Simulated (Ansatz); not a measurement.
# Two structures of CdF2: comparison of enthalpies under pressure from a Python script

The task here is to estimate one member of a computed series from the others.

All numbers are computed with Ansatz 0.2.0, driven from Python. Level of theory: DFT mr2scan, plane waves, PAW.

## Starting point

CdF2 Fm-3m: Symmetry: Fm-3m, No. 225, cubic system. Conventional cell: a = 5.390 Å, b = 5.390 Å, c = 5.390 Å, α = 90.00°, β = 90.00°, γ = 90.00°. Cd (site symmetry m-3m) is surrounded by 8 F at 2.33 Å. Around F (site symmetry -43m) lie 4 Cd at 2.33 Å.

CdF2 P-3m1: Symmetry: P-3m1, No. 164, trigonal system. Conventional cell: a = 3.190 Å, b = 3.190 Å, c = 5.104 Å, α = 90.00°, β = 90.00°, γ = 120.00°. Around Cd (site symmetry -3m) lie 6 F at 2.24 Å. F (site symmetry 3m) is surrounded by 3 Cd at 2.24 Å.

No structure file is read: the coordinates are typed or built in the script.

The first run:

File transition_cdf2.py:

```python
import ansatz as az
import numpy as np
import pandas as pd


def fluorite(A, B, a):
    return (
        az.Lattice.fcc(a)
        .space_group(225)
        .atom(A, (0, 0, 0))
        .atom(B, (0.25, 0.25, 0.25))
        .primitive()
    )


def cdi2(A, B, a):
    return (
        az.Lattice.from_parameters(a, a, 1.6 * a, alpha=90, beta=90, gamma=120)
        .space_group(164)
        .atom(A, (0, 0, 0))
        .atom(B, (1 / 3, 2 / 3, 0.25))
    )


def run_phase(name, crystal, pressure=0.0):
    calc = crystal.calculation()
    calc = calc.functional("mr2scan")
    calc = calc.scf(tolerance=1e-09, extra_bands=12)
    calc = calc.basis(620).kpoints(spacing=0.52)
    calc = calc.occupations("gaussian", width=0.01)
    calc = calc.relax(force_tolerance=0.02, max_steps=60, cell=True, pressure=pressure)
    return calc.run(threads=1)


def volume_per_atom(outcome):
    return abs(np.linalg.det(outcome.lattice.cell_ang)) / len(outcome.lattice.sites)

phases = {}
phases["fluorite"] = fluorite("Cd", "F", 5.39)
phases["CdI2"] = cdi2("Cd", "F", 3.19)

pressures = [0, 5, 10, 20]
enthalpy, volume = {name: [] for name in phases}, {name: [] for name in phases}
for p in pressures:
    for name, crystal in phases.items():
        o = run_phase(name, crystal, pressure=p)
        volume[name].append(volume_per_atom(o))
        enthalpy[name].append(o.report["energy_sigma0_ev"] / len(o.lattice.sites) + p * volume[name][-1] / 160.21766)
gap = np.array(enthalpy["CdI2"]) - np.array(enthalpy["fluorite"])
rows = [(p, va, vb, 1000 * d) for p, va, vb, d in zip(pressures, volume["fluorite"], volume["CdI2"], gap)]
print(pd.DataFrame(rows, columns=["P (GPa)", "V fluorite (A^3/atom)", "V CdI2 (A^3/atom)", "H(CdI2) - H(fluorite) (meV/atom)"]).round(4).to_string(index=False))
crossings = [p0 - g0 * (p1 - p0) / (g1 - g0) for p0, p1, g0, g1 in zip(pressures, pressures[1:], gap, gap[1:]) if g0 * g1 < 0]
print("crossing near", [round(float(p), 1) for p in crossings], "GPa") if crossings else print("no crossing in this range")
```

Command:

```
$ python transition_cdf2.py
```

Among the steps run: Launch.

One of the session's tables, all rows but one given; the rest of the session is left out.

It belongs to the step «The engine's runs». Enthalpy H = E + pV of the second structure less the first:

```
pressure (GPa)  ΔH (meV/atom)
             0          127.6
             5              ?
            10          154.0
            20          128.0
```

Q: Estimate the row for pressure (GPa) = 5 from the others.

Worked estimate for «ΔH (meV/atom)». A straight line through the neighbours (0, 127.6) and (10, 154.0) gives 127.6 + (154.0 − 127.6) × (5 − 0) / (10 − 0) = 140.8; a parabola fitted to 3 rows on both sides gives 147.4.

As computed: ΔH (meV/atom): 153.0. In «ΔH (meV/atom)» the line misses by -12.2 and the parabola by -5.6.

Caveats from the session: Notes:
- At a fixed pressure a relaxation lowers the enthalpy F + PV, while F alone can rise.
- Only these two structures are compared, at zero temperature and with their symmetry kept; either may be hypothetical, and another phase may be lower than both. Warnings in the runs' records: stress scf threshold loose.
